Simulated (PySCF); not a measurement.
# One shape, several levels: C2H6BClSi (SMILES B[Si@@H]1C[C@@H]1Cl)

We compute a comparison of 6 runs (HF/STO-3G, BLYP/STO-3G, SVWN5/3-21G, PBE0/def2-SVP, MP2/3-21G, MP2/aug-cc-pVDZ) of C2H6BClSi. 

The results are computed with PySCF 2.14.0.

### Step 1. The structure to begin with

C2H6BClSi: 11 atoms, total charge 0, spin state singlet. SMILES: `B[Si@@H]1C[C@@H]1Cl`. Geometry: relaxed at GFN2-xTB.

Bond lengths: B1–Si2 1.904 Å, Si2–C3 1.923 Å, Si2–C4 1.940 Å, C3–C4 1.491 Å, C4–Cl5 1.759 Å, B1–H6 1.170 Å, B1–H7 1.171 Å, Si2–H8 1.470 Å, C3–H9 1.080 Å, C3–H10 1.080 Å, C4–H11 1.081 Å. Some angles: B1–Si2–C3 119.8°, B1–Si2–C4 120.1°, C3–Si2–C4 45.4°, Si2–C3–C4 67.9°, Si2–C4–C3 66.7°, Si2–C4–Cl5 120.8°, C3–C4–Cl5 117.1°, B1–Si2–H8 130.8°, C3–Si2–H8 106.0°, C4–Si2–H8 104.2°.

### Step 2. Energy and gradient at HF/STO-3G (run 1)

Contents of input.py:

```python
# B[Si@@H]1C[C@@H]1Cl
import pyscf.grad
from pyscf import gto, scf

mol = gto.M(
    atom='''
B     -2.584805    -1.216643     2.811497
Si    -0.856991    -1.378083    -0.339527
C      2.489998     0.004724    -0.638765
C      0.547662     1.665548    -1.824398
Cl     0.033448     4.635574    -0.422921
H     -2.155837     0.368893     4.291322
H     -4.116390    -2.725287     3.337313
H     -1.167756    -3.106710    -2.491226
H      3.834765    -0.848544    -1.915804
H      3.378358     0.730360     1.049308
H      0.597513     1.870167    -3.856799
''',
    max_memory=1860,
    charge=0,
    spin=0,
    basis='sto-3g',
    verbose=4,
    unit='bohr',
)

mf = scf.RHF(mol)
mf.conv_tol = 1e-10
mf.kernel()
if not mf.converged:
    mf = mf.newton().run(mf.mo_coeff, mf.mo_occ)

etot = mf.e_tot
print('E = %.10f Eh' % etot)
grad = mf.Gradients().kernel()
mf.analyze()
```

The run is started by

```bash
$ OMP_NUM_THREADS=1 python input.py
```

The program printed:

```text
PySCF version 2.14.0

[... 79 lines left out ...]
Total Energy =                        -842.785398143442649
[... 3 lines left out ...]
Two-electron Coulomb Energy =          638.450447993191347
[... 5 lines left out ...]
MO #3   energy= -11.0552354375277  occ= 2
[... 3 lines left out ...]
MO #7   energy= -7.78548075203246  occ= 2
[... 3 lines left out ...]
MO #11  energy= -3.98005252062507  occ= 2
[... 3 lines left out ...]
MO #15  energy= -0.939596323863041 occ= 2
[... 3 lines left out ...]
MO #19  energy= -0.585740274996123 occ= 2
[... 3 lines left out ...]
MO #23  energy= -0.433635205938039 occ= 2
[... 3 lines left out ...]
MO #27  energy= -0.26262796936791  occ= 2
[... 3 lines left out ...]
MO #31  energy= 0.42469984766093   occ= 0
[... 3 lines left out ...]
MO #35  energy= 0.723411692263623  occ= 0
[... 3 lines left out ...]
MO #39  energy= 0.829388962870979  occ= 0
[... 14 lines left out ...]
pop of  1 Si 3py          0.73744
pop of  1 Si 3pz          0.85138
pop of  2 C 1s            1.99979
pop of  2 C 2s            1.05232
pop of  2 C 2px           0.98416
pop of  2 C 2py           1.10513
pop of  2 C 2pz           1.04685
pop of  3 C 1s            1.99982
pop of  3 C 2s            1.09943
pop of  3 C 2px           1.18201
pop of  3 C 2py           0.83849
pop of  3 C 2pz           0.99075
pop of  4 Cl 1s           2.00000
pop of  4 Cl 2s           1.99993
pop of  4 Cl 3s           1.91071
pop of  4 Cl 2px          1.99999
pop of  4 Cl 2py          1.99974
pop of  4 Cl 2pz          1.99994
pop of  4 Cl 3px          1.96908
pop of  4 Cl 3py          1.41753
pop of  4 Cl 3pz          1.86508
pop of  5 H 1s            1.03465
pop of  6 H 1s            1.04284
pop of  7 H 1s            1.11879
pop of  8 H 1s            0.96268
pop of  9 H 1s            0.95802
pop of  10 H 1s           0.95541
 ** Mulliken atomic charges  **
charge of    0B =      0.04176
charge of    1Si =      0.49138
charge of    2C =     -0.18825
charge of    3C =     -0.11050
charge of    4Cl =     -0.16200
charge of    5H =     -0.03465
charge of    6H =     -0.04284
charge of    7H =     -0.11879
charge of    8H =      0.03732
charge of    9H =      0.04198
charge of   10H =      0.04459
Dipole moment(X, Y, Z, Debye): -0.43743, -3.10265, -0.08874
```

Wall time 5.1 s (1 thread of Intel Xeon at 2.70GHz, shared host); peak memory 0.12 GiB.

### Step 3. Energy and gradient at BLYP/STO-3G (run 2)

Contents of job.py:

```python
import pyscf.grad
from pyscf import gto, dft

mol = gto.M(
    atom='''
B       -1.367820      -0.643820       1.487780
Si      -0.453500      -0.729250      -0.179670
C        1.317650       0.002500      -0.338020
C        0.289810       0.881370      -0.965430
Cl       0.017700       2.453040      -0.223800
H       -1.140820       0.195210       2.270870
H       -2.178300      -1.442160       1.766030
H       -0.617950      -1.644000      -1.318300
H        2.029270      -0.449030      -1.013800
H        1.787750       0.386490       0.555270
H        0.316190       0.989650      -2.040930
''',
    charge=0,
    basis='sto-3g',
    max_memory=1860,
    verbose=3,
)

mf = dft.RKS(mol)
mf.xc = 'blyp'
mf.conv_tol = 1e-10
mf.grids.level = 5
mf.kernel()
if not mf.converged:
    mf = mf.newton().run(mf.mo_coeff, mf.mo_occ)

energy = mf.e_tot
print('E(%s) = %.9f' % ('BLYP', energy))
grad = mf.Gradients().kernel()
mf.analyze()
```

The run is started by

```bash
$ OMP_NUM_THREADS=1 python job.py
```

The program printed:

```text
converged SCF energy = -844.51103587495
E(BLYP) = -844.511035875
--------------- RKS gradients ---------------
         x                y                z
0 B     0.0027351123     0.0033884629    -0.0003116566
1 Si    -0.0176475557    -0.0047734384     0.0220023866
2 C     0.0009276838     0.0181213350    -0.0103149168
3 C     0.0159073068     0.0252133242     0.0030786757
4 Cl     0.0090121818    -0.0492843468    -0.0200279852
5 H    -0.0025876505    -0.0040134345    -0.0014388592
6 H     0.0029346050     0.0031715820    -0.0004431321
7 H     0.0045419538    -0.0000512143    -0.0092434879
8 H    -0.0109661735     0.0112081200     0.0112495056
9 H    -0.0067758148    -0.0055098989    -0.0162767851
10 H     0.0019167671     0.0025319090     0.0217259293
----------------------------------------------
**** MO energy ****
MO #1   energy= -99.64481953794    occ= 2
MO #2   energy= -64.7278027908814  occ= 2
MO #3   energy= -9.77868887520469  occ= 2
MO #4   energy= -9.73584168766216  occ= 2
MO #5   energy= -8.93924465383538  occ= 2
MO #6   energy= -6.79948264341514  occ= 2
MO #7   energy= -6.78095887691812  occ= 2
MO #8   energy= -6.78056554833643  occ= 2
MO #9   energy= -6.33121693077987  occ= 2
MO #10  energy= -4.86240873821414  occ= 2
MO #11  energy= -3.23269469962003  occ= 2
MO #12  energy= -3.22923283067219  occ= 2
MO #13  energy= -3.22525121590927  occ= 2
MO #14  energy= -0.727084644827281 occ= 2
MO #15  energy= -0.628659273645049 occ= 2
MO #16  energy= -0.484151664907302 occ= 2
MO #17  energy= -0.446086154300785 occ= 2
MO #18  energy= -0.388794992085793 occ= 2
MO #19  energy= -0.377099015132299 occ= 2
MO #20  energy= -0.328743320408896 occ= 2
MO #21  energy= -0.291497468422919 occ= 2
MO #22  energy= -0.273850585907456 occ= 2
MO #23  energy= -0.247146813285569 occ= 2
MO #24  energy= -0.2280703431236   occ= 2
MO #25  energy= -0.197120294089011 occ= 2
MO #26  energy= -0.167042121645914 occ= 2
MO #27  energy= -0.135535399117087 occ= 2
MO #28  energy= -0.0198890079674543 occ= 0
MO #29  energy= 0.129928211751012  occ= 0
MO #30  energy= 0.171210323766162  occ= 0
MO #31  energy= 0.19510422847808   occ= 0
MO #32  energy= 0.24736630955978   occ= 0
MO #33  energy= 0.341609253185923  occ= 0
MO #34  energy= 0.392514699278163  occ= 0
MO #35  energy= 0.425980154386739  occ= 0
MO #36  energy= 0.44909136489548   occ= 0
MO #37  energy= 0.473840613516198  occ= 0
MO #38  energy= 0.488666860348419  occ= 0
MO #39  energy= 0.523802320898474  occ= 0
 ** Mulliken atomic charges  **
charge of    0B =     -0.05049
charge of    1Si =      0.45742
charge of    2C =     -0.19648
charge of    3C =     -0.12125
charge of    4Cl =     -0.10186
charge of    5H =     -0.02822
charge of    6H =     -0.03369
charge of    7H =     -0.10239
charge of    8H =      0.05541
charge of    9H =      0.06041
charge of   10H =      0.06116
Dipole moment(X, Y, Z, Debye):  0.37430, -2.13733, -0.86548
```

It took 20 s on 1 thread of Intel Xeon at 2.70GHz, shared host; peak memory 0.44 GiB.

Run 3 isn't shown in full; the table further down has it.

### Step 4. Energy and forces at PBE0/def2-SVP (run 4)

Contents of input.py:

```python
import pyscf.grad
from pyscf import gto, dft

system = gto.Mole()
system.atom = '''
B   -1.367820  -0.643820   1.487780
Si  -0.453500  -0.729250  -0.179670
C    1.317650   0.002500  -0.338020
C    0.289810   0.881370  -0.965430
Cl   0.017700   2.453040  -0.223800
H   -1.140820   0.195210   2.270870
H   -2.178300  -1.442160   1.766030
H   -0.617950  -1.644000  -1.318300
H    2.029270  -0.449030  -1.013800
H    1.787750   0.386490   0.555270
H    0.316190   0.989650  -2.040930
'''
system.max_memory = 1860
system.basis = 'def2-svp'
system.verbose = 4
system.build()

mf = dft.RKS(system, xc='pbe0')
mf.grids.level = 5
mf.conv_tol = 1e-10
mf.kernel()
if not mf.converged:
    mf = mf.newton().run(mf.mo_coeff, mf.mo_occ)

e_final = mf.e_tot
print('E = %.10f Eh' % e_final)
grad = mf.Gradients().kernel()
dip = mf.dip_moment()
pop, q = mf.mulliken_pop()
```

The run is started by

```bash
$ OMP_NUM_THREADS=1 python input.py
```

The program printed:

```text
PySCF version 2.14.0

[... 80 lines left out ...]
converged SCF energy = -853.56344925565
[... 13 lines left out ...]
Dipole moment(X, Y, Z, Debye):  0.56063, -1.35117, -0.50518
[... 81 lines left out ...]
pop of  5 H 2px           0.00186
pop of  5 H 2py           0.00669
pop of  5 H 2pz           0.00654
pop of  6 H 1s            0.74143
pop of  6 H 2s            0.22938
pop of  6 H 2px           0.00596
pop of  6 H 2py           0.00593
pop of  6 H 2pz           0.00282
pop of  7 H 1s            0.72871
pop of  7 H 2s            0.28335
pop of  7 H 2px           0.00132
pop of  7 H 2py           0.00391
pop of  7 H 2pz           0.00564
pop of  8 H 1s            0.72956
pop of  8 H 2s            0.15181
pop of  8 H 2px           0.00910
pop of  8 H 2py           0.00761
pop of  8 H 2pz           0.00878
pop of  9 H 1s            0.72543
pop of  9 H 2s            0.15461
pop of  9 H 2px           0.00626
pop of  9 H 2py           0.00641
pop of  9 H 2pz           0.01265
pop of  10 H 1s           0.73088
pop of  10 H 2s           0.13070
pop of  10 H 2px          0.00532
pop of  10 H 2py          0.00319
pop of  10 H 2pz          0.01539
 ** Mulliken atomic charges  **
charge of    0B =     -0.01475
charge of    1Si =      0.19009
charge of    2C =     -0.16042
charge of    3C =     -0.19982
charge of    4Cl =     -0.12124
charge of    5H =      0.01229
charge of    6H =      0.01448
charge of    7H =     -0.02293
charge of    8H =      0.09314
charge of    9H =      0.09464
charge of   10H =      0.11452
```

It took 67 s on 1 thread of Intel Xeon at 2.70GHz, shared host; peak memory 1.1 GiB.

Run 5 isn't shown in full; the table further down has it.

### Step 5. Energy and gradient at MP2/aug-cc-pVDZ (run 6)

Contents of calc.py:

```python
import pyscf.grad
from pyscf import gto, mp

mol = gto.M(
    atom='''
B     -1.367820    -0.643820     1.487780
Si    -0.453500    -0.729250    -0.179670
C      1.317650     0.002500    -0.338020
C      0.289810     0.881370    -0.965430
Cl     0.017700     2.453040    -0.223800
H     -1.140820     0.195210     2.270870
H     -2.178300    -1.442160     1.766030
H     -0.617950    -1.644000    -1.318300
H      2.029270    -0.449030    -1.013800
H      1.787750     0.386490     0.555270
H      0.316190     0.989650    -2.040930
''',
    verbose=4,
    max_memory=1860,
    basis='aug-cc-pvdz',
    spin=0,
)

mf = mol.RHF()
mf.conv_tol = 1e-10
mf.kernel()
if not mf.converged:
    mf = mf.newton().run(mf.mo_coeff, mf.mo_occ)

pt = mp.MP2(mf, frozen=13).run()
e_tot = pt.e_tot
print(f'total energy: {e_tot:.8f} hartree')
grad = pt.Gradients().kernel()
mf.analyze()
```

The run is started by

```bash
$ OMP_NUM_THREADS=1 python calc.py
```

The program printed:

```text
PySCF version 2.14.0

[... 98 lines left out ...]
MO #1   energy= -104.821048176977  occ= 2
[... 15 lines left out ...]
MO #17  energy= -0.752954803916452 occ= 2
[... 15 lines left out ...]
MO #33  energy= 0.0616163622189534 occ= 0
[... 15 lines left out ...]
MO #49  energy= 0.178737732608511  occ= 0
[... 15 lines left out ...]
MO #65  energy= 0.359655278601052  occ= 0
[... 15 lines left out ...]
MO #81  energy= 0.5124978928683    occ= 0
[... 15 lines left out ...]
MO #97  energy= 0.684796978319464  occ= 0
[... 15 lines left out ...]
MO #113 energy= 0.919194210596061  occ= 0
[... 15 lines left out ...]
MO #129 energy= 1.27363792235893   occ= 0
[... 15 lines left out ...]
MO #145 energy= 1.75318047588501   occ= 0
[... 15 lines left out ...]
MO #161 energy= 2.22855323697611   occ= 0
[... 15 lines left out ...]
MO #177 energy= 3.1519151131129    occ= 0
[... 152 lines left out ...]
pop of  8 H 1s            0.87496
pop of  8 H 2s            0.00357
pop of  8 H 3s            0.00191
pop of  8 H 2px           0.00188
pop of  8 H 2py           0.00059
pop of  8 H 2pz           0.00090
pop of  8 H 3px           0.00065
pop of  8 H 3py           0.00030
pop of  8 H 3pz           0.00052
pop of  9 H 1s            0.87071
pop of  9 H 2s            0.00341
pop of  9 H 3s            0.00208
pop of  9 H 2px           0.00160
pop of  9 H 2py           0.00059
pop of  9 H 2pz           0.00150
pop of  9 H 3px           0.00086
pop of  9 H 3py           0.00051
pop of  9 H 3pz           0.00032
pop of  10 H 1s           0.86751
pop of  10 H 2s           0.00403
pop of  10 H 3s           0.00256
pop of  10 H 2px          0.00042
pop of  10 H 2py          0.00108
pop of  10 H 2pz          0.00219
pop of  10 H 3px          0.00032
pop of  10 H 3py          0.00098
pop of  10 H 3pz          0.00035
 ** Mulliken atomic charges  **
charge of    0B =     -0.11805
charge of    1Si =      0.54949
charge of    2C =     -0.35936
charge of    3C =     -0.20487
charge of    4Cl =     -0.13797
charge of    5H =      0.02042
charge of    6H =      0.00777
charge of    7H =     -0.11111
charge of    8H =      0.11473
charge of    9H =      0.11842
charge of   10H =      0.12055
Dipole moment(X, Y, Z, Debye): -0.00402, -2.21507, -0.06527
```

Run time: 3.8 min. Hardware: 1 thread of Intel Xeon at 2.70GHz, shared host; peak memory 2 GiB.

### Step 6. The series

| run | level | integration grid | frozen core orbitals | energy (Eh) | dipole moment (D) of the reference | HOMO energy (eV) | LUMO energy (eV) | wall time |
| --- | --- | --- | --- | --- | --- | --- | --- | --- |
| 1 | HF/STO-3G | – | – | -842.785398 | 3.13 | -7.15 | 4.94 | 5.1 s |
| 2 | BLYP/STO-3G | 5 | – | -844.511036 | 2.34 | -3.69 | -0.54 | 20 s |
| 3 | SVWN5/3-21G | 5 | – | -846.287769 | 1.96 | -6.01 | -3.50 | 19 s |
| 4 | PBE0/def2-SVP | 5 | – | -853.563449 | 1.55 | -6.81 | -2.66 | 67 s |
| 5 | MP2/3-21G | – | 13 | -848.275819 | 2.41 | -9.21 | 0.78 | 9.6 s |
| 6 | MP2/aug-cc-pVDZ | – | 13 | -852.896255 | 2.22 | -9.05 | 0.36 | 3.8 min |

### Step 7. What came out

```
                                           quantity          value
                                run 6: total energy  -852.89626 Eh
        run 6: dipole moment (Hartree–Fock density)         2.22 D
         run 6: HOMO energy (Hartree–Fock orbitals)       -9.05 eV
         run 6: LUMO energy (Hartree–Fock orbitals)        0.36 eV
       run 6: HOMO–LUMO gap (Hartree–Fock orbitals)        9.41 eV
run 6: correlation energy (13 core orbitals frozen)     -626.2 mEh
                    run 6: largest force on an atom     1.693 eV/Å
```

Over runs 1, 2, 3, 4 the dipole moment (its size) runs from 1.55 D (PBE0/def2-SVP) to 3.13 D (HF/STO-3G). The two ends differ in method and basis. Over runs 1, 2, 3, 4 the HOMO–LUMO gap runs from 2.51 eV (SVWN5/3-21G) to 12.09 eV (HF/STO-3G). Totals of different functionals can't be ranked against each other. In runs 1, 2 the basis is minimal, so the values are rough. All runs together took 5.8 min, the longest 3.8 min.
